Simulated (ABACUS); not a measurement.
# Ba2Tl5V3O12 (R-3m) in ABACUS: notebook, part 2 of 2

ABACUS 3.10.1.

### 3 Single point, PBE, collinear spin, ferrimagnetic start

File INPUT:

```
INPUT_PARAMETERS
suffix              Ba2Tl5V3O12
calculation         scf
basis_type          lcao
pseudo_dir          ./
orbital_dir         ./
symmetry            0
dft_functional      pbe
ecutwfc             100
pseudo_rcut         7
nspin               2
nbands              121
ks_solver           genelpa
smearing_method     fd
smearing_sigma      0.00367493
scf_thr             1e-07
scf_nmax            100
mixing_type         broyden
mixing_beta         0.4
cal_force           1
cal_stress          1
out_mul             1
```

File STRU:

```
ATOMIC_SPECIES
Ba 137.3270 Ba.upf
V 50.9415 V.upf
Tl 204.3800 Tl.upf
O 15.9990 O.upf

NUMERICAL_ORBITAL
Ba_confined-atom_9au_3s2p2d.orb
V_confined-atom_7au_3s2p2d1f.orb
Tl_confined-atom_8au_2s2p2d.orb
O_confined-atom_6au_2s2p1d.orb

LATTICE_CONSTANT
1.8897261246

LATTICE_VECTORS
4.2369800000 2.4462200000 6.1284000000
-4.2369800000 2.4462200000 6.1284000000
0.0000000000 -4.8924400000 6.1284000000

ATOMIC_POSITIONS
Direct

Ba
0.0
2
0.5000000000 0.5000000000 0.5000000000 1 1 1 mag 0
0.0000000000 0.0000000000 0.0000000000 1 1 1 mag 0

V
0.0
3
0.5000000000 0.5000000000 0.0000000000 1 1 1 mag 2
0.0000000000 0.5000000000 0.5000000000 1 1 1 mag -1
0.5000000000 0.0000000000 0.5000000000 1 1 1 mag 2

Tl
0.0
5
0.0000000000 0.0000000000 0.5000000000 1 1 1 mag 0
0.5000000000 0.0000000000 0.0000000000 1 1 1 mag 0
0.0000000000 0.5000000000 0.0000000000 1 1 1 mag 0
0.7404500000 0.7404500000 0.7404500000 1 1 1 mag 0
0.2595500000 0.2595500000 0.2595500000 1 1 1 mag 0

O
0.0
12
0.7165200000 0.0808900000 0.4124200000 1 1 1 mag 0
0.4124200000 0.7165200000 0.0808900000 1 1 1 mag 0
0.0808900000 0.4124200000 0.7165200000 1 1 1 mag 0
0.5875700000 0.9191100000 0.2834800000 1 1 1 mag 0
0.9191100000 0.2834800000 0.5875700000 1 1 1 mag 0
0.2834800000 0.5875700000 0.9191100000 1 1 1 mag 0
0.2834800000 0.9191100000 0.5875700000 1 1 1 mag 0
0.5875700000 0.2834800000 0.9191100000 1 1 1 mag 0
0.9191100000 0.5875700000 0.2834800000 1 1 1 mag 0
0.4124200000 0.0808900000 0.7165200000 1 1 1 mag 0
0.0808900000 0.7165200000 0.4124200000 1 1 1 mag 0
0.7165200000 0.4124200000 0.0808900000 1 1 1 mag 0
```

File KPT:

```
K_POINTS
0
Gamma
2 2 2 0 0 0
```

Potentials or basis: PseudoDojo NC SR 0.4.1 PBE standard, DZP LCAO (the cutoffs set its grid).

On the command line:

```
$ OMP_NUM_THREADS=1 mpirun -np 8 abacus > log
```

Wall time 57 s (8 MPI ranks of Intel Xeon 6975P-C (Granite Rapids), shared host); peak memory 2.3 GiB.

The run converged. Its results:

```yaml
Free_energy: -21227.0035 eV
Pressure: 1.3 GPa
Largest_force: 0.147 eV/Å
Band_gap_on_the_k_mesh: none (metal or under the smearing width)
Net_moment: -1.45 μB per cell
Absolute_moment: 2.00 μB per cell
Site_moments: Ba -0.01, +0.01; V -0.53; Tl -0.01, -0.09; O +0.03 μB
Mulliken_charges: Ba +1.26, +1.40; V +0.58; Tl +0.54, +0.38; O -0.57 e
```

Forces in eV/Å, atoms in the order of the input:
```
Ba   0.000  0.000  0.000
Ba   0.000  0.000  0.000
V    0.000  0.000  0.000
V    0.000  0.000  0.000
V    0.000  0.000  0.000
Tl   0.000  0.000  0.000
Tl   0.000  0.000  0.000
Tl   0.000  0.000  0.000
Tl   0.000  0.000 -0.147
Tl   0.000  0.000  0.147
O   -0.077  0.103 -0.004
O   -0.050 -0.118 -0.004
O    0.127  0.015 -0.004
O    0.128 -0.015  0.004
O   -0.077 -0.103  0.004
O   -0.051  0.118  0.004
O    0.077 -0.103  0.004
O    0.051  0.118  0.004
O   -0.128 -0.015  0.004
O   -0.127  0.015 -0.004
O    0.077  0.103 -0.004
O    0.050 -0.118 -0.004
```

Stress tensor (GPa, compression positive):
```
1.11 0.00 0.00
0.00 1.11 0.00
0.00 0.00 1.65
```

Levels at points of the mesh, in eV from the Fermi level:
Spin up:
```
           k point  band 94  band 95  band 96  band 97  band 98  band 99  band 100  band 101
(0.00, 0.00, 0.00)    -1.26    -0.93    -0.49    -0.49    -0.35     0.01      0.64      0.64
(0.50, 0.00, 0.00)    -0.87    -0.68    -0.60    -0.60     0.09     0.23      0.43      0.65
(0.00, 0.50, 0.00)    -0.87    -0.68    -0.60    -0.60     0.09     0.23      0.43      0.65
(0.50, 0.50, 0.00)    -0.80    -0.71    -0.57    -0.53     0.11     0.63      1.07      1.20
(0.00, 0.00, 0.50)    -0.87    -0.68    -0.60    -0.60     0.09     0.23      0.43      0.65
(0.50, 0.00, 0.50)    -0.80    -0.71    -0.57    -0.53     0.11     0.63      1.07      1.20
(0.00, 0.50, 0.50)    -0.80    -0.71    -0.57    -0.53     0.11     0.63      1.07      1.20
(0.50, 0.50, 0.50)    -1.02    -0.91    -0.66    -0.19     0.56     0.56      0.72      0.72
```
Spin down:
```tsv
k point	band 95	band 96	band 97	band 98	band 99	band 100	band 101	band 102	band 103	band 104
(0.00, 0.00, 0.00)	-0.90	-0.55	-0.55	-0.33	-0.11	-0.11	-0.08	0.97	1.54	1.54
(0.50, 0.00, 0.00)	-0.72	-0.66	-0.58	-0.26	-0.04	0.20	0.44	1.32	1.64	1.67
(0.00, 0.50, 0.00)	-0.72	-0.66	-0.58	-0.26	-0.04	0.20	0.44	1.32	1.64	1.67
(0.50, 0.50, 0.00)	-0.77	-0.71	-0.59	-0.15	0.12	0.93	0.94	1.06	1.37	1.50
(0.00, 0.00, 0.50)	-0.72	-0.66	-0.58	-0.26	-0.04	0.20	0.44	1.32	1.64	1.67
(0.50, 0.00, 0.50)	-0.77	-0.71	-0.59	-0.15	0.12	0.93	0.94	1.06	1.37	1.50
(0.00, 0.50, 0.50)	-0.77	-0.71	-0.59	-0.15	0.12	0.93	0.94	1.06	1.37	1.50
(0.50, 0.50, 0.50)	-0.88	-0.64	-0.23	-0.17	-0.17	0.72	0.72	1.20	1.34	1.34
```

Caveat: the k mesh is coarse (spacing up to 0.46 Å⁻¹), so the values aren't converged; the atomic orbitals were generated for these runs and aren't a published set; Mulliken charges move with the basis; this release of the barium file is off; the basis of atomic orbitals isn't converged, which shifts pressures, moduli and gaps; semilocal functionals often make such compounds metallic where correlation or magnetic order opens a gap, which also shifts bond lengths. With open d or f shells a metallic result of PBE can be an artefact of self-interaction; +U or a hybrid may open a gap.

### 4 Single point, PBE, collinear spin, ferromagnetic start

Edit INPUT of step 3 so:

```diff
@@ -6,3 +6,3 @@
 orbital_dir         ./
-symmetry            0
+symmetry            1
 dft_functional      pbe
```

Edit STRU of step 3 so:

```diff
@@ -33,3 +33,3 @@
 0.5000000000 0.5000000000 0.0000000000 1 1 1 mag 2
-0.0000000000 0.5000000000 0.5000000000 1 1 1 mag -1
+0.0000000000 0.5000000000 0.5000000000 1 1 1 mag 2
 0.5000000000 0.0000000000 0.5000000000 1 1 1 mag 2
```

File KPT:

```
K_POINTS
0
Gamma
4 4 4 0 0 0
```

On the command line:

```
$ OMP_NUM_THREADS=1 mpirun -np 8 abacus > log
```

It took 2.7 min on 8 MPI ranks of Intel Xeon Platinum 8559C (Emerald Rapids), shared host; peak memory 3.5 GiB.

The run converged. Its results:

```
Free energy            : -21226.9851 eV
Pressure               : 1.3 GPa
Largest force          : 0.148 eV/Å
Band gap on the k mesh : none (metal or under the smearing width)
Net moment             : -1.09 μB per cell
Absolute moment        : 1.70 μB per cell
Site moments           : Ba -0.01, +0.00; V -0.45; Tl +0.00, -0.04; O +0.03 μB
Mulliken charges       : Ba +1.26, +1.40; V +0.59; Tl +0.53, +0.39; O -0.57 e
```

Forces in eV/Å, atoms in the order of the input:
```
Ba   0.000  0.000  0.000
Ba   0.000  0.000  0.000
V    0.000  0.000  0.000
V    0.000  0.000  0.000
V    0.000  0.000  0.000
Tl   0.000  0.000  0.000
Tl   0.000  0.000  0.000
Tl   0.000  0.000  0.000
Tl   0.000  0.000 -0.071
Tl   0.000  0.000  0.071
O   -0.092  0.089 -0.075
O   -0.031 -0.124 -0.075
O    0.123  0.035 -0.075
O    0.123 -0.035  0.075
O   -0.092 -0.089  0.075
O   -0.031  0.124  0.075
O    0.092 -0.089  0.075
O    0.031  0.124  0.075
O   -0.123 -0.035  0.075
O   -0.123  0.035 -0.075
O    0.092  0.089 -0.075
O    0.031 -0.124 -0.075
```

Stress tensor (GPa, compression positive):
```
0.99 0.00 0.00
0.00 0.99 0.00
0.00 0.00 1.96
```

Caveat: the atomic orbitals were generated for these runs and aren't a published set; Mulliken charges move with the basis; this release of the barium file is off; the basis of atomic orbitals isn't converged, which shifts pressures, moduli and gaps; semilocal functionals often make such compounds metallic where correlation or magnetic order opens a gap, which also shifts bond lengths. Spin-orbit coupling is left out, which matters for the levels of Ba, Tl.

### 5 Single point, PBE, collinear spin, ferromagnetic start

Edit INPUT of step 4 so:

```diff
@@ -22 +22,4 @@
 out_mul             1
+out_chg             1
+out_pot             2
+out_elf             1
```

Edit STRU of step 4 so:

```diff
@@ -7,6 +7,6 @@
 NUMERICAL_ORBITAL
-Ba_confined-atom_9au_3s2p2d.orb
-V_confined-atom_7au_3s2p2d1f.orb
-Tl_confined-atom_8au_2s2p2d.orb
-O_confined-atom_6au_2s2p1d.orb
+Ba_confined-atom_9au_2s1p.orb
+V_confined-atom_7au_2s1p1d.orb
+Tl_confined-atom_8au_1s1p1d.orb
+O_confined-atom_6au_1s1p.orb
```

KPT is that of step 4.

Potentials or basis: PseudoDojo NC SR 0.4.1 PBE standard, SZ LCAO (the cutoffs set its grid).

On the command line:

```
$ OMP_NUM_THREADS=1 mpirun -np 8 abacus > log
```

It took 81 s on 8 MPI ranks of Intel Xeon Platinum 8559C (Emerald Rapids), shared host; peak memory 2.4 GiB.

The run converged, but some of its settings lie outside the range that counts as converged, so its numbers aren't taken as properties of the crystal.

Results:

```yaml
Free_energy: -21210.4666 eV
Pressure: 4.2 GPa
Largest_force: 0.614 eV/Å
Band_gap_on_the_k_mesh: none (metal or under the smearing width)
Net_moment: 0.00 μB per cell
Absolute_moment: 0.00 μB per cell
Mulliken_charges: Ba +1.66, +1.70; V +1.07; Tl +0.42, -0.31; O -0.60 e
```

Caveat: the atomic orbitals were generated for these runs and aren't a published set; Mulliken charges move with the basis; this release of the barium file is off; the basis of atomic orbitals isn't converged, which shifts pressures, moduli and gaps; semilocal functionals often make such compounds metallic where correlation or magnetic order opens a gap, which also shifts bond lengths.

### 6 Single point, PBE, collinear spin, ferromagnetic start

Edit INPUT of step 5 so:

```diff
@@ -11,3 +11,3 @@
 nspin               2
-nbands              121
+nbands              127
 ks_solver           genelpa
```

Edit STRU of step 5 so:

```diff
@@ -7,6 +7,6 @@
 NUMERICAL_ORBITAL
-Ba_confined-atom_9au_2s1p.orb
-V_confined-atom_7au_2s1p1d.orb
-Tl_confined-atom_8au_1s1p1d.orb
-O_confined-atom_6au_1s1p.orb
+Ba_confined-atom_9au_3s2p2d.orb
+V_confined-atom_7au_3s2p2d1f.orb
+Tl_confined-atom_8au_2s2p2d.orb
+O_confined-atom_6au_2s2p1d.orb
```

File KPT:

```
K_POINTS
0
Gamma
2 2 2 0 0 0
```

Potentials or basis: PseudoDojo NC FR 0.4 PBE standard, DZP LCAO (the cutoffs set its grid).

On the command line:

```
$ OMP_NUM_THREADS=1 mpirun -np 8 abacus > log
```

It took 1.7 min on 8 MPI ranks of Intel Xeon Platinum 8559C (Emerald Rapids), shared host; peak memory 2.1 GiB.

Results (log left out):

```yaml
Free_energy: -21204.9240 eV
Pressure: 1.1 GPa
Largest_force: 0.136 eV/Å
Band_gap_on_the_k_mesh: none (metal or under the smearing width)
Net_moment: -1.42 μB per cell
Absolute_moment: 1.97 μB per cell
Site_moments: Ba -0.01, +0.01; V -0.52; Tl -0.01, -0.08; O +0.03 μB
Mulliken_charges: Ba +1.26, +1.39; V +0.59; Tl +0.54, +0.37; O -0.57 e
```

Forces in eV/Å, atoms in the order of the input:
```
Ba   0.000  0.000  0.000
Ba   0.000  0.000  0.000
V    0.000  0.000  0.000
V    0.000  0.000  0.000
V    0.000  0.000  0.000
Tl   0.000  0.000  0.000
Tl   0.000  0.000  0.000
Tl   0.000  0.000  0.000
Tl   0.000  0.000 -0.109
Tl   0.000  0.000  0.109
O   -0.050  0.121  0.036
O   -0.080 -0.104  0.036
O    0.130 -0.017  0.036
O    0.130  0.017 -0.035
O   -0.050 -0.121 -0.035
O   -0.080  0.104 -0.035
O    0.050 -0.121 -0.035
O    0.080  0.104 -0.035
O   -0.130  0.017 -0.035
O   -0.130 -0.017  0.036
O    0.050  0.121  0.036
O    0.080 -0.104  0.036
```

Stress tensor (GPa, compression positive):
```
0.92 0.00 0.00
0.00 0.92 0.00
0.00 0.00 1.39
```

Levels at points of the mesh, in eV from the Fermi level:
Spin up:
```csv
k point,band 93,band 94,band 95,band 96,band 97,band 98,band 99,band 100,band 101,band 102
"(0.00, 0.00, 0.00)",-1.34,-1.26,-0.93,-0.48,-0.48,-0.35,-0.02,0.63,0.63,1.24
"(0.50, 0.00, 0.00)",-1.26,-0.88,-0.68,-0.60,-0.60,0.08,0.24,0.41,0.64,1.56
"(0.00, 0.50, 0.00)",-1.26,-0.88,-0.68,-0.60,-0.60,0.08,0.24,0.41,0.64,1.56
"(0.50, 0.50, 0.00)",-0.87,-0.80,-0.71,-0.58,-0.53,0.13,0.62,1.07,1.20,1.35
"(0.00, 0.00, 0.50)",-1.26,-0.88,-0.68,-0.60,-0.60,0.08,0.24,0.41,0.64,1.56
"(0.50, 0.00, 0.50)",-0.87,-0.80,-0.71,-0.58,-0.53,0.13,0.62,1.07,1.20,1.35
"(0.00, 0.50, 0.50)",-0.87,-0.80,-0.71,-0.58,-0.53,0.13,0.62,1.07,1.20,1.35
"(0.50, 0.50, 0.50)",-1.02,-1.02,-0.91,-0.66,-0.19,0.55,0.55,0.74,0.74,1.41
```
Spin down:
| k point | band 95 | band 96 | band 97 | band 98 | band 99 | band 100 | band 101 | band 102 | band 103 | band 104 |
| --- | --- | --- | --- | --- | --- | --- | --- | --- | --- | --- |
| (0.00, 0.00, 0.00) | -0.90 | -0.54 | -0.54 | -0.33 | -0.11 | -0.11 | -0.10 | 0.98 | 1.54 | 1.54 |
| (0.50, 0.00, 0.00) | -0.71 | -0.66 | -0.59 | -0.26 | -0.04 | 0.22 | 0.45 | 1.32 | 1.63 | 1.67 |
| (0.00, 0.50, 0.00) | -0.71 | -0.66 | -0.59 | -0.26 | -0.04 | 0.22 | 0.45 | 1.32 | 1.63 | 1.67 |
| (0.50, 0.50, 0.00) | -0.77 | -0.71 | -0.58 | -0.15 | 0.14 | 0.95 | 0.95 | 1.05 | 1.37 | 1.49 |
| (0.00, 0.00, 0.50) | -0.71 | -0.66 | -0.59 | -0.26 | -0.04 | 0.22 | 0.45 | 1.32 | 1.63 | 1.67 |
| (0.50, 0.00, 0.50) | -0.77 | -0.71 | -0.58 | -0.15 | 0.14 | 0.95 | 0.95 | 1.05 | 1.37 | 1.49 |
| (0.00, 0.50, 0.50) | -0.77 | -0.71 | -0.58 | -0.15 | 0.14 | 0.95 | 0.95 | 1.05 | 1.37 | 1.49 |
| (0.50, 0.50, 0.50) | -0.88 | -0.65 | -0.22 | -0.16 | -0.16 | 0.74 | 0.74 | 1.20 | 1.33 | 1.33 |

Caveat: the k mesh is coarse (spacing up to 0.46 Å⁻¹), so the values aren't converged; the atomic orbitals were generated for these runs and aren't a published set; Mulliken charges move with the basis; the basis of atomic orbitals isn't converged, which shifts pressures, moduli and gaps; semilocal functionals often make such compounds metallic where correlation or magnetic order opens a gap, which also shifts bond lengths.

### 7 The runs side by side

```csv
potentials or basis,spin,k mesh,symmetry key,mesh quality,gap on the mesh (eV),pressure (GPa),moment (μB),largest force (eV/Å)
"PseudoDojo NC SR 0.4.1 PBE standard, DZP LCAO (the cutoffs set its grid)","collinear, antiferromagnetic start",2 × 2 × 2,0,coarse,none,1.3,0.01,0.18
"PseudoDojo NC SR 0.4.1 PBE standard, DZP LCAO (the cutoffs set its grid)","collinear, ferrimagnetic start",2 × 2 × 2,0,coarse,none,1.3,1.45,0.15
"PseudoDojo NC SR 0.4.1 PBE standard, DZP LCAO (the cutoffs set its grid)","collinear, ferromagnetic start",4 × 4 × 4,1,not flagged,none,1.3,1.09,0.15
"PseudoDojo NC FR 0.4 PBE standard, DZP LCAO (the cutoffs set its grid)","collinear, ferromagnetic start",2 × 2 × 2,1,coarse,none,1.1,1.42,0.14
```

Alike in all rows: task single point; level PBE; cell as given; cutoff (eV) 1361; smearing fermi-dirac 0.05 eV.

Caveats: some runs use coarse meshes; the atomic orbitals were generated for these runs and aren't a published set; the basis of atomic orbitals isn't converged, which shifts pressures, moduli and gaps; semilocal functionals often make such compounds metallic where correlation or magnetic order opens a gap, which also shifts bond lengths; this release of the barium file is off (some runs).

Total energies depend on the potentials used, so only differences within one code and one set of settings carry meaning.
